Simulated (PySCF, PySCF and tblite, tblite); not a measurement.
# C7H10Sn: a path driven as a shift of bonds, and NMR exchange, part 1 of 2

How fast is a shift of bonds in C7H10Sn (`[SnH3][CH]1C=CC=CC=C1`), and when do the exchanging lines merge?

Programs: PySCF 2.14.0 with density-fitted response routines of our own, and tblite 0.8.0. All values are computed, except where a source is named. Atoms count from 0 throughout.

## 1. The molecule as given

18 atoms, charge 0, multiplicity 1; geometry from: force field or distance geometry start.

Bonds of the start (Å): C1–C2 1.51, C1–C7 1.49, C1–H11 1.10, C2–C3 1.33, C2–H12 1.07, C3–C4 1.48, C3–H13 1.09, C4–C5 1.34, C4–H14 1.07, C5–C6 1.48, C5–H15 1.09, C6–C7 1.34, C6–H16 1.08, C7–H17 1.08, Sn0–C1 2.17, Sn0–H10 1.75, Sn0–H8 1.75, Sn0–H9 1.76.

## 2. GFN2-xTB relaxation, start minimum

What the job is given:

```
{"job": {"xc": "GFN2-xTB", "basis": "xTB", "kind": "relax"}, "charge": 0, "multiplicity": 1}
Sn     1.827800     0.965000     0.770800
C      0.805800     0.175400    -0.971500
C      0.565100    -1.303300    -0.821500
C     -0.301900    -1.828700     0.040700
C     -1.170200    -1.076800     0.977400
C     -1.712400     0.128300     0.727000
C     -1.535100     0.928300    -0.505700
C     -0.436200     0.937600    -1.266200
H      3.321100     0.090300     1.014200
H      0.819100     0.806900     2.206400
H      2.164900     2.659600     0.498800
H      1.512200     0.314100    -1.806200
H      1.134800    -1.969000    -1.433700
H     -0.324300    -2.916400     0.128100
H     -1.477700    -1.576600     1.877000
H     -2.415300     0.514100     1.468400
H     -2.343600     1.596900    -0.766000
H     -0.442700     1.560600    -2.149700
```

The run is started by

```bash
OMP_NUM_THREADS=1 python ens_run.py task.json out
```

One launch serves the whole session.

What it wrote:

```text
step      E/eV     max force
  0    -600.77361    1.336
  1    -600.85785    0.688
  2    -600.89603    0.559
  3    -600.93140    0.449
  4    -600.94864    0.447
  5    -600.96656    0.386
  6    -600.97996    0.267
  7    -600.98659    0.214
  8    -600.99098    0.215
  9    -600.99545    0.174
 10    -600.99969    0.147
 11    -601.00331    0.156
 12    -601.00734    0.198
 13    -601.01215    0.224
 14    -601.01643    0.187
 15    -601.01884    0.122
 16    -601.02018    0.098
 17    -601.02134    0.074
 18    -601.02253    0.076
 19    -601.02348    0.079
 20    -601.02425    0.079
 21    -601.02521    0.074
 22    -601.02676    0.108
 23    -601.02868    0.118
 24    -601.03010    0.079
 25    -601.03078    0.069
 26    -601.03121    0.055
 27    -601.03168    0.051
 28    -601.03221    0.055
 29    -601.03261    0.047
 30    -601.03284    0.032
 31    -601.03302    0.033
 32    -601.03320    0.030
 33    -601.03336    0.024
 34    -601.03345    0.018
 35    -601.03353    0.022
 36    -601.03362    0.028
 37    -601.03374    0.030
 38    -601.03387    0.032
 39    -601.03399    0.026
 40    -601.03411    0.026
 41    -601.03423    0.029
 42    -601.03434    0.032
 43    -601.03443    0.028
 44    -601.03453    0.024
 45    -601.03465    0.029
 46    -601.03482    0.033
 47    -601.03499    0.034
 48    -601.03512    0.027
 49    -601.03522    0.024
 50    -601.03529    0.016
 51    -601.03536    0.019
 52    -601.03542    0.020
 53    -601.03548    0.017
 54    -601.03554    0.016
 55    -601.03559    0.016
 56    -601.03562    0.013
 57    -601.03565    0.012
 58    -601.03568    0.013
 59    -601.03571    0.020
 60    -601.03575    0.025
 61    -601.03578    0.020
 62    -601.03580    0.010
 63    -601.03581    0.009
 64    -601.03582    0.007
 65    -601.03582    0.006
 66    -601.03583    0.005
 67    -601.03583    0.003
 68    -601.00927    0.657
 69    -601.02555    0.350
 70    -601.02972    0.200
 71    -601.03295    0.129
 72    -601.03469    0.097
 73    -601.03597    0.122
 74    -601.03669    0.102
 75    -601.03709    0.059
 76    -601.03730    0.036
 77    -601.03738    0.021
 78    -601.03740    0.013
 79    -601.03742    0.010
 80    -601.03744    0.011
 81    -601.03746    0.014
 82    -601.03747    0.010
 83    -601.03749    0.011
 84    -601.03750    0.011
 85    -601.03751    0.011
 86    -601.03753    0.011
 87    -601.03754    0.009
 88    -601.03755    0.008
 89    -601.03756    0.008
 90    -601.03757    0.011
 91    -601.03758    0.012
 92    -601.03760    0.011
 93    -601.03762    0.010
 94    -601.03764    0.011
 95    -601.03766    0.014
 96    -601.03769    0.017
 97    -601.03774    0.016
 98    -601.03779    0.017
 99    -601.03784    0.017
100    -601.03791    0.022
101    -601.03800    0.023
102    -601.03812    0.036
103    -601.03824    0.042
104    -601.03837    0.038
105    -601.03852    0.033
106    -601.03867    0.027
107    -601.03879    0.022
108    -601.03887    0.026
109    -601.03896    0.029
110    -601.03914    0.037
111    -601.03947    0.059
112    -601.03998    0.080
113    -601.04062    0.083
114    -601.04146    0.064
115    -601.04161    0.125
116    -601.04058    0.184
117    -601.04393    0.095
118    -601.04507    0.082
119    -601.04665    0.117
120    -601.04865    0.120
121    -601.05073    0.095
122    -601.05258    0.110
123    -601.05495    0.083
124    -601.05618    0.071
125    -601.05762    0.083
126    -601.05892    0.076
127    -601.06134    0.073
128    -601.06341    0.083
129    -601.06505    0.077
130    -601.06624    0.082
131    -601.06758    0.087
132    -601.06883    0.075
133    -601.06996    0.074
134    -601.07095    0.068
135    -601.07171    0.058
136    -601.07235    0.069
137    -601.07281    0.040
138    -601.07320    0.043
139    -601.07344    0.027
140    -601.07358    0.025
141    -601.07374    0.027
142    -601.07390    0.028
143    -601.07402    0.024
144    -601.07412    0.021
145    -601.07423    0.021
146    -601.07436    0.022
147    -601.07446    0.021
148    -601.07454    0.021
149    -601.07463    0.020
150    -601.07474    0.028
151    -601.07488    0.032
152    -601.07499    0.024
153    -601.07504    0.016
154    -601.07508    0.014
155    -601.07511    0.015
156    -601.07515    0.013
157    -601.07518    0.011
158    -601.07521    0.016
159    -601.07524    0.020
160    -601.07527    0.017
161    -601.07529    0.009
162    -601.07530    0.007
163    -601.07531    0.007
164    -601.07532    0.009
165    -601.07533    0.008
166    -601.07534    0.007
167    -601.07535    0.009
168    -601.07537    0.011
169    -601.07538    0.010
170    -601.07539    0.009
171    -601.07540    0.008
172    -601.07541    0.009
173    -601.07542    0.010
174    -601.07543    0.007
175    -601.07544    0.006
176    -601.07545    0.005
177    -601.07545    0.005
178    -601.07546    0.004
179    -601.07546    0.004
180    -601.07546    0.004
181    -601.07546    0.005
182    -601.07547    0.004
183    -601.07547    0.004
184    -601.07547    0.004
185    -601.07547    0.005
186    -601.07547    0.004
187    -601.07548    0.003
```

Wall time 0.9 s (1 thread of Arm Neoverse V1, shared host).

Relaxing gained 0.302 eV and moved the atoms by 0.65 Å on average (rms).

## 3. Relaxed scan, to the middle

What the job is given:

```
{"job": {"xc": "GFN2-xTB", "basis": "xTB", "coordinate": [["d", [0, 1], 1], ["d", [0, 3], -1]], "kind": "drive"}, "charge": 0, "multiplicity": 1}
Sn     1.654975     0.980042     0.883248
C      0.763509     0.257150    -1.026677
C      0.531165    -1.204088    -1.011819
C     -0.201860    -1.805864    -0.068503
C     -0.916057    -1.110027     0.961744
C     -1.534473     0.081837     0.798494
C     -1.566220     0.822817    -0.428569
C     -0.550882     0.880381    -1.297459
H      2.050769    -0.198437     2.007144
H      0.812682     2.186948     1.684888
H      3.134151     1.701096     0.531950
H      1.479227     0.522416    -1.803351
H      0.995149    -1.783150    -1.798107
H     -0.270701    -2.885481    -0.056864
H     -1.084817    -1.654465     1.881991
H     -2.172570     0.442971     1.594802
H     -2.477970     1.365608    -0.639716
H     -0.661103     1.406803    -2.235363
```

What it wrote:

```text
point  coordinate     E/eV
  0     -1.108     -601.05858
  1     -0.963     -601.00793
  2     -0.817     -600.92286
  3     -0.670     -600.80714
  4     -0.518     -600.66408
  5     -0.282     -600.84701
  6     -0.135     -600.92557
  7      0.015     -600.98150
```

It took 2.2 s on 1 thread of Arm Neoverse V1, shared host.

The highest point is number 4, 9.1 kcal/mol above the first.

## 4. Relaxed scan, from the middle, back

What the job is given:

```
{"job": {"xc": "GFN2-xTB", "basis": "xTB", "coordinate": [["d", [0, 1], 1], ["d", [0, 3], -1]], "kind": "drive"}, "charge": 0, "multiplicity": 1}
Sn     1.353294     0.756799     1.384342
C      0.528694     0.007537    -1.587599
C      0.370644    -1.353196    -1.169344
C     -0.110962    -1.693571     0.031087
C     -0.379350    -0.652661     1.048984
C     -1.572195     0.064269     0.561569
C     -1.528895     0.848019    -0.524522
C     -0.359405     0.997956    -1.331603
H      2.572026    -0.131460     2.134125
H      0.855895     1.859895     2.550358
H      2.209165     1.710192     0.295765
H      1.305566     0.197586    -2.317506
H      0.666642    -2.114256    -1.877820
H     -0.275019    -2.725007     0.305811
H     -0.553887    -1.090861     2.031416
H     -2.489337    -0.053491     1.121750
H     -2.398267     1.425014    -0.806526
H     -0.244804     1.938286    -1.854708
```

What it wrote:

```text
point  coordinate     E/eV
  0     -0.121     -600.93189
  1     -0.272     -600.85426
  2     -0.422     -600.75293
  3     -0.585     -600.63140
  4     -0.809     -600.91523
  5     -0.957     -601.00088
  6     -1.104     -601.05250
  7     -1.251     -601.07033
```

Wall time 2.1 s (1 thread of Arm Neoverse V1, shared host).

The highest point is number 3, 6.9 kcal/mol above the first.

## 5. Relaxed scan, from the middle, on

job is that of step 4.

What it wrote:

```text
point  coordinate     E/eV
  0      0.177     -601.01796
  1      0.326     -601.03355
  2      0.476     -601.03388
  3      0.626     -601.02163
  4      0.778     -600.99901
  5      0.930     -600.96809
  6      1.083     -600.93230
  7      1.236     -600.89254
```

It took 1.9 s on 1 thread of Arm Neoverse V1, shared host.

The highest point is number 7, 2.9 kcal/mol above the first.

## 6. Nudged elastic band, leg 1

What the job is given:

```
{"job": {"xc": "GFN2-xTB", "basis": "xTB", "kind": "neb"}, "charge": 0, "multiplicity": 1}
Sn     1.648525     0.992884     0.869644
C      0.753250     0.250647    -1.031542
C      0.527370    -1.211394    -1.004793
C     -0.198084    -1.808961    -0.052984
C     -0.909350    -1.107955     0.975833
C     -1.533805     0.080009     0.806754
C     -1.575686     0.810755    -0.426119
C     -0.565138     0.865887    -1.300748
H      2.054933    -0.172459     2.003571
H      0.803099     2.202104     1.664352
H      3.122320     1.718795     0.505797
H      1.464396     0.513477    -1.813200
H      0.989530    -1.794466    -1.789245
H     -0.262715    -2.888729    -0.032348
H     -1.070541    -1.645784     1.901380
H     -2.169014     0.444331     1.603975
H     -2.490774     1.348033    -0.636693
H     -0.682441     1.384686    -2.241965
```

What it wrote:

```text
image   E - E0 / eV
  0       0.0000
  1       0.0608
  2       0.4346
  3       0.0482
  4       0.0888
  5       0.0464
  6      -0.0000
```

Run time: 4.9 s. Hardware: 1 thread of Arm Neoverse V1, shared host; peak memory 0.19 GiB.

The highest point is number 2, 10.0 kcal/mol above the first.

## 7. Saddle search, leg 1

What the job is given:

```
{"job": {"xc": "GFN2-xTB", "basis": "xTB", "kind": "saddle"}, "charge": 0, "multiplicity": 1}
Sn     1.437935     0.767412     1.114059
C      0.622583     0.093447    -1.323914
C      0.457561    -1.337938    -1.099048
C     -0.125986    -1.768654     0.010537
C     -0.581715    -0.798512     1.007794
C     -1.606113     0.079492     0.615940
C     -1.630862     0.772518    -0.575157
C     -0.509424     0.897501    -1.387705
H      2.520328    -0.237587     1.981968
H      0.818666     1.832023     2.306291
H      2.589107     1.851965     0.415886
H      1.457394     0.377055    -1.952978
H      0.828147    -1.999834    -1.866862
H     -0.276030    -2.815439     0.227355
H     -0.670459    -1.189902     2.015316
H     -2.373760     0.310944     1.344633
H     -2.472596     1.421856    -0.770947
H     -0.484777     1.743651    -2.063167
```

What it wrote:

```text
step      E/eV     max force
  0    -600.64091   0.0547
  1    -600.64107   0.0146
  2    -600.64169   0.0208
  3    -600.64282   0.0421
  4    -600.64454   0.0480
  5    -600.64676   0.0511
  6    -600.64958   0.0292
  7    -600.65200   0.0461
  8    -600.65437   0.0483
  9    -600.65621   0.0481
 10    -600.65735   0.0332
 11    -600.65776   0.0030
lowest wavenumbers (cm-1): -293.6 95.5 127.9 143.0 217.6 263.2
```

Run time: 4.9 s. Hardware: 1 thread of Arm Neoverse V1, shared host; peak memory 0.2 GiB.

Point group Cs; 1 imaginary mode, 294i cm⁻¹, carried by C1, C4. Steps downhill from it reached both ends.

## 8. DFT refinement, start: B3LYP-D3(BJ)/def2-SVP

What the job is given:

```
{"job": {"xc": "B3LYP", "basis": "def2-SVP", "kind": "refine"}, "charge": 0, "multiplicity": 1}
Sn     1.654975     0.980042     0.883248
C      0.763509     0.257150    -1.026677
C      0.531165    -1.204088    -1.011819
C     -0.201860    -1.805864    -0.068503
C     -0.916057    -1.110027     0.961744
C     -1.534473     0.081837     0.798494
C     -1.566220     0.822817    -0.428569
C     -0.550882     0.880381    -1.297459
H      2.050769    -0.198437     2.007144
H      0.812682     2.186948     1.684888
H      3.134151     1.701096     0.531950
H      1.479227     0.522416    -1.803351
H      0.995149    -1.783150    -1.798107
H     -0.270701    -2.885481    -0.056864
H     -1.084817    -1.654465     1.881991
H     -2.172570     0.442971     1.594802
H     -2.477970     1.365608    -0.639716
H     -0.661103     1.406803    -2.235363
```

What it wrote:

```text
step      E/eV     max force
  0    -13248.76286   0.7891
  1    -13248.92538   0.2783
  2    -13248.95455   0.1388
  3    -13248.96127   0.0851
  4    -13248.96240   0.0242
  5    -13248.96261   0.0136
```

Run time: 2.7 min. Hardware: 1 thread of Arm Neoverse V1, shared host; peak memory 0.74 GiB.

Relaxing gained 0.200 eV and moved the atoms by 0.15 Å on average (rms).

DFT refinement, saddle of leg 1: B3LYP-D3(BJ)/def2-SVP:

What the job is given:

```
{"job": {"xc": "B3LYP", "basis": "def2-SVP", "kind": "refine"}, "charge": 0, "multiplicity": 1}
Sn     1.457693     0.747761     1.081187
C      0.608476     0.165513    -1.298558
C      0.455854    -1.284666    -1.180344
C     -0.089644    -1.798354    -0.088553
C     -0.532532    -0.908889     0.985355
C     -1.556262    -0.002770     0.692946
C     -1.635297     0.756872    -0.461541
C     -0.555083     0.940141    -1.307822
H      1.976168     0.142617     2.609149
H      0.808904     2.271678     1.499637
H      3.017602     1.175300     0.486175
H      1.402257     0.495300    -1.958474
H      0.800381    -1.884865    -2.008730
H     -0.233217    -2.857923     0.059334
H     -0.562620    -1.354543     1.972709
H     -2.291155     0.190821     1.464545
H     -2.494226     1.400880    -0.587891
H     -0.577299     1.805129    -1.959124
```

What it wrote:

```text
step      E/eV     max force
  0    -13248.06931   0.5658
  1    -13248.19983   0.4141
  2    -13248.23347   0.1749
  3    -13248.23757   0.2040
  4    -13248.24512   0.0688
  5    -13248.24519   0.0933
  6    -13248.24596   0.0158
  7    -13248.24564   0.0354
  8    -13248.24598   0.0036
```

It took 4.2 min on 1 thread of Arm Neoverse V1, shared host; peak memory 0.74 GiB.

Gain 0.177 eV; displacement 0.08 Å root mean square.

## 9. Shieldings, start: PBE/def2-TZVP+pcSseg-1

What the job is given:

```
{"job": {"kind": "nmr", "xc": "PBE", "basis": {"default": "pcSseg-1", "Sn": "def2-TZVP"}, "pop": false}, "charge": 0, "multiplicity": 1}
Sn     1.784509     1.041585     0.838693
C      0.769348     0.264631    -0.995696
C      0.582385    -1.223772    -0.939442
C     -0.202204    -1.850354    -0.033915
C     -1.044557    -1.186584     0.942603
C     -1.668768     0.015969     0.778177
C     -1.606504     0.854014    -0.403970
C     -0.545415     0.947807    -1.236650
H      2.156355    -0.223352     1.944581
H      0.863363     2.277441     1.604013
H      3.276687     1.742201     0.314191
H      1.471202     0.519052    -1.800496
H      1.133532    -1.830227    -1.667100
H     -0.205339    -2.945359    -0.018813
H     -1.285070    -1.757016     1.845890
H     -2.368035     0.329098     1.560576
H     -2.492773     1.459323    -0.621758
H     -0.633743     1.572100    -2.133051
```

What it wrote:

```text
coarse grid: 69008 points
cycle   1  E = -484.2384380772  dE = -3.368e+01  |g| = 3.227e+00  |ddm| = 3.106e+01
cycle   2  E = -427.1007038181  dE =  5.714e+01  |g| = 9.172e+00  |ddm| = 2.662e+01
cycle   3  E = -482.3112227511  dE = -5.521e+01  |g| = 3.134e+00  |ddm| = 2.661e+01
cycle   4  E = -486.1891410822  dE = -3.878e+00  |g| = 1.267e+00  |ddm| = 7.249e+00
cycle   5  E = -486.5288085450  dE = -3.397e-01  |g| = 4.735e-01  |ddm| = 2.012e+00
cycle   6  E = -486.5544071322  dE = -2.560e-02  |g| = 3.174e-01  |ddm| = 8.161e-01
cycle   7  E = -486.5723772235  dE = -1.797e-02  |g| = 1.850e-01  |ddm| = 4.733e-01
cycle   8  E = -486.5818373754  dE = -9.460e-03  |g| = 5.169e-02  |ddm| = 2.127e-01
cycle   9  E = -486.5824893386  dE = -6.520e-04  |g| = 2.157e-02  |ddm| = 7.988e-02
cycle  10  E = -486.5825982760  dE = -1.089e-04  |g| = 5.244e-03  |ddm| = 2.239e-02
cycle  11  E = -486.5826036886  dE = -5.413e-06  |g| = 2.205e-03  |ddm| = 8.231e-03
final grid: 146224 points
cycle  12  E = -486.5826400723  dE =  2.989e-06  |g| = 4.114e-03  |ddm| = 7.077e-03
cycle  13  E = -486.5826238606  dE =  1.621e-05  |g| = 8.702e-03  |ddm| = 1.255e-02
cycle  14  E = -486.5826440613  dE = -2.020e-05  |g| = 1.348e-03  |ddm| = 9.080e-03
cycle  15  E = -486.5826445520  dE = -4.907e-07  |g| = 2.390e-04  |ddm| = 1.402e-03
cycle  16  E = -486.5826445660  dE = -1.406e-08  |g| = 7.556e-05  |ddm| = 2.920e-04
cycle  17  E = -486.5826445677  dE = -1.605e-09  |g| = 1.549e-05  |ddm| = 9.098e-05
cycle  18  E = -486.5826445677  dE = -5.548e-11  |g| = 6.437e-06  |ddm| = 2.046e-05
converged SCF energy = -486.5826445677

GIAO shielding tensors (ppm)
atom      isotropic    diamagn.    paramagn.     s11        s22        s33       span
  0 Sn         nan         nan         nan        nan        nan        nan        nan
  1 C      137.045     250.071    -113.026    107.108    151.352    152.674     45.566
  2 C       47.382     254.880    -207.498    -23.683      3.223    162.606    186.289
  3 C       46.315     254.031    -207.716    -61.151     55.300    144.796    205.946
  4 C       37.559     254.660    -217.101    -74.547     33.913    153.309    227.856
  5 C       37.569     254.659    -217.090    -74.520     33.917    153.309    227.828
  6 C       46.321     254.035    -207.714    -61.139     55.327    144.776    205.915
  7 C       47.424     254.872    -207.448    -23.647      3.328    162.592    186.239
  8 H       26.085      27.780      -1.695     18.293     21.391     38.570     20.277
  9 H       26.082      27.775      -1.693     18.296     21.376     38.574     20.278
 10 H       26.536      27.662      -1.127     19.202     20.688     39.717     20.515
 11 H       27.677      31.497      -3.820     24.963     26.656     31.412      6.450
 12 H       25.724      30.543      -4.819     19.861     26.482     30.828     10.968
 13 H       25.026      29.528      -4.503     23.054     24.497     27.526      4.472
 14 H       24.545      30.217      -5.672     21.392     25.327     26.916      5.524
 15 H       24.544      30.215      -5.671     21.392     25.326     26.914      5.522
 16 H       25.027      29.523      -4.496     23.055     24.499     27.527      4.472
 17 H       25.726      30.536      -4.810     19.865     26.484     30.830     10.965
```

It took 74 s on 1 thread of Arm Neoverse V1, shared host; peak memory 0.82 GiB.

In short: HOMO -5.16 eV, LUMO -2.24 eV; dipole 0.93 D.

(Continued in part 2 of 2.)
